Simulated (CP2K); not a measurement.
**BSnH3F2 (SMILES F[B](F)[SnH3]) at GFN2-xTB**

We compute energy and gradient of BSnH3F2. 

The results are computed with CP2K 2026.2.

2 further runs of the same task are left out: 2 set aside as unsound or not needed.

**1. The molecule**

The species is BSnH3F2 (7 atoms), meant as a singlet with charge 0. As SMILES, `F[B](F)[SnH3]`. The shape comes from GFN2-xTB, which is rough for such elements, and wasn't checked as a minimum.

Bond lengths: F1–B2 1.310 Å, B2–F3 1.310 Å, B2–Sn4 2.237 Å, Sn4–H5 1.648 Å, Sn4–H6 1.650 Å, Sn4–H7 1.651 Å. Angles: F1–B2–F3 113.1°, F1–B2–Sn4 123.6°, F3–B2–Sn4 123.3°, B2–Sn4–H5 113.5°, B2–Sn4–H6 113.1°, B2–Sn4–H7 113.1°, H5–Sn4–H6 105.9°, H5–Sn4–H7 105.9°, H6–Sn4–H7 104.7°.

**2. Energy and gradient at GFN2-xTB**

Contents of calc.inp:

```
&GLOBAL
  PROJECT calc
  RUN_TYPE ENERGY_FORCE
  PRINT_LEVEL MEDIUM
&END GLOBAL
&FORCE_EVAL
  METHOD QUICKSTEP
  &DFT
    CHARGE 0
    MULTIPLICITY 1
    # Quickstep
    &QS
      METHOD XTB
      EPS_DEFAULT 1.0E-10
      &XTB
        GFN_TYPE TBLITE
        &TBLITE
          METHOD GFN2
        &END TBLITE
        CHECK_ATOMIC_CHARGES F
      &END XTB
    &END QS
    # isolated system
    &POISSON
      PERIODIC NONE
      POISSON_SOLVER ANALYTIC
    &END POISSON
    &SCF
      SCF_GUESS ATOMIC
      EPS_SCF 1.0E-07
      MAX_SCF 150
      ADDED_MOS 8
      LEVEL_SHIFT 0.5
      EPS_DIIS 0.5
      &DIAGONALIZATION
        ALGORITHM STANDARD
      &END DIAGONALIZATION
      &MIXING
        METHOD DIRECT_P_MIXING
        ALPHA 0.4
      &END MIXING
      &SMEAR ON
        METHOD FERMI_DIRAC
        ELECTRONIC_TEMPERATURE [K] 300
      &END SMEAR
    &END SCF
    &PRINT
      &MOMENTS
        PERIODIC F
        REFERENCE COM
        MAX_MOMENT 1
      &END MOMENTS
      &MO ON
        ENERGIES T
        OCCUPATION_NUMBERS T
        NDIGITS 6
        &EACH
          QS_SCF 0
        &END EACH
        ADD_LAST NUMERIC
      &END MO
      &HIRSHFELD OFF
      &END HIRSHFELD
    &END PRINT
  &END DFT
  # structure
  &SUBSYS
    &CELL
      ABC [angstrom] 18.9 19.8 18.8
      PERIODIC NONE
    &END CELL
    &COORD
      UNIT bohr
      F      2.8109676    -3.2834936     0.9982100
      B      0.5847757    -2.2091087     1.1362734
      F     -1.0321873    -3.4984689     2.4968573
      Sn    -0.3675517     1.4505727    -0.7526779
      H      1.9994058     2.6642493    -2.3740629
      H     -1.2516790     3.6673159     1.2544758
      H     -2.7437312     1.2089145    -2.7590757
    &END COORD
    &TOPOLOGY
      &CENTER_COORDINATES
      &END CENTER_COORDINATES
    &END TOPOLOGY
  &END SUBSYS
  &PRINT
    &FORCES ON
    &END FORCES
  &END PRINT
&END FORCE_EVAL
```

Command:

```console
$ OMP_NUM_THREADS=1 cp2k.psmp -i calc.inp > calc.out 2>&1
```

**Question.** What will come out? Wanted: total energy; dipole moment; HOMO energy; LUMO energy; HOMO–LUMO gap; largest force on an atom.

**Answer.** As computed:

At GFN2-xTB:

```
                                 quantity         value
                             total energy  -14.39210 Eh
dipole moment (from atomic charges alone)        1.76 D
                              HOMO energy     -11.83 eV
                              LUMO energy      -7.47 eV
                            HOMO–LUMO gap       4.36 eV
                 largest force on an atom    0.005 eV/Å
```

In words: The dipole comes from point charges on the atoms alone, without atomic dipoles, so it is partial.
